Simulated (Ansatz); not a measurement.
# C2H5BrOSi: one species, many methods

An exercise on one series of results from a longer session: the logs are not shown, and one member is left open.

Program: Ansatz 0.2.0, Gaussian basis. Level of theory: functionals in def2-TZVPP, the program's frozen cores in correlated methods. These are calculated values, not measurements.

Plan: LDA (SPW92), PBE-D4, revPBE-D4, BLYP-D4, r2SCAN-D4, B97M-V, PBE0-D4, B3LYP-D4, r2SCANh-D4, r2SCAN0-D4, HSE06-D4, BHLYP-D4, CAM-B3LYP-D4, LC-ωPBE, ωB97X-V, ωB97M-V, B2PLYP, PBE-QIDH; CCSD(T)/def2-SVP; CCSD(T)/def2-TZVPP; MP2/def2-QZVPP; extrapolation to the limit; RPA on PBE.

## The geometry

The geometry comes from an earlier relaxation with PBE0-D4 in a triple-zeta def2 set; it is a stationary point, not always the lowest conformer.

10 atoms, charge 0, spin multiplicity 1.

Atoms are counted from 1 here; the program's logs count them from 0.

Bond lengths: C1–C2 1.322 Å, C1–H6 1.083 Å, C1–H7 1.081 Å, C2–O3 1.361 Å, C2–H8 1.089 Å, O3–Si4 1.639 Å, Si4–Br5 2.216 Å, Si4–H9 1.481 Å, Si4–H10 1.473 Å. Angles: C2–C1–H6 121.4°, C2–C1–H7 119.6°, H6–C1–H7 119.0°, C1–C2–O3 122.2°, C1–C2–H8 122.1°, O3–C2–H8 115.7°, C2–O3–Si4 125.8°, O3–Si4–Br5 111.0°, O3–Si4–H9 110.5°, O3–Si4–H10 106.1°, Br5–Si4–H9 106.6°, Br5–Si4–H10 109.0°, H9–Si4–H10 113.7°.

The first run:

Input file in.yaml:

```yaml
crystal:
  periodic: [false, false, false]
  atoms:
    - {symbol: C, position_ang: [-0.658707, -1.603707, 1.223339]}
    - {symbol: C, position_ang: [-0.579807, -0.559495, 0.417024]}
    - {symbol: O, position_ang: [0.550956, 0.189313, 0.308224]}
    - {symbol: Si, position_ang: [0.813782, 1.375757, -0.791634]}
    - {symbol: Br, position_ang: [1.040282, 0.535780, -2.829543]}
    - {symbol: H, position_ang: [0.184929, -1.916147, 1.825581]}
    - {symbol: H, position_ang: [-1.582870, -2.160605, 1.286446]}
    - {symbol: H, position_ang: [-1.419420, -0.237398, -0.196362]}
    - {symbol: H, position_ang: [-0.341669, 2.300069, -0.841998]}
    - {symbol: H, position_ang: [2.075624, 2.025334, -0.397977]}
basis:
  gaussian: {orbitals: def2-TZVPP}
hamiltonian: {xc: lda}
output: {orbitals: {seedname: orbitals}}
```

Command:

```
$ ansatz run in.yaml --threads 4 --pin off --events-out ev --progress --plain --max-ram 10444MiB
```

Among the steps run: LDA; PBE-D4 (GGA); revPBE-D4 (GGA); BLYP-D4 (GGA); r2SCAN-D4 (meta-GGA); B97M-V (meta-GGA); PBE0-D4 (hybrid); B3LYP-D4 (hybrid); r2SCANh-D4 (hybrid); r2SCAN0-D4 (hybrid); HSE06-D4 (hybrid); BHLYP-D4 (hybrid); CAM-B3LYP-D4 (range-separated); LC-ωPBE (range-separated); ωB97X-V (range-separated); ωB97M-V (range-separated); B2PLYP (double hybrid); PBE-QIDH (double hybrid).

One table of the session follows, with a row left open; its other results are not shown here.

It belongs to the step «Frontier levels by functional». 

```
  functional  HOMO (eV)  gap (eV)
 LDA (SPW92)      -6.28      5.04
      PBE-D4      -6.08      5.11
   revPBE-D4      -6.01      5.14
     BLYP-D4      -5.92      5.08
   r2SCAN-D4          ?         ?
      B97M-V      -6.31      5.65
     PBE0-D4      -7.24      7.24
    B3LYP-D4      -7.02      6.78
  r2SCANh-D4      -6.73      6.41
  r2SCAN0-D4      -7.40      7.59
    HSE06-D4      -6.84      6.46
    BHLYP-D4      -8.27      9.28
CAM-B3LYP-D4      -8.59      9.65
     LC-ωPBE      -9.97     12.21
     ωB97X-V      -9.58     11.72
     ωB97M-V      -9.50     11.40
```

Q: Estimate the row for r2SCAN-D4 from the others.

Worked estimate for «HOMO (eV)». Against the share of exact exchange, r2SCANh-D4 (0.1, -6.73), r2SCAN0-D4 (0.25, -7.40) give a slope of -4.47 per unit share; at 0 the line stands at -6.28.

**Answer.** HOMO (eV): -6.29; gap (eV): 5.62. In «HOMO (eV)» the line misses by +0.01.
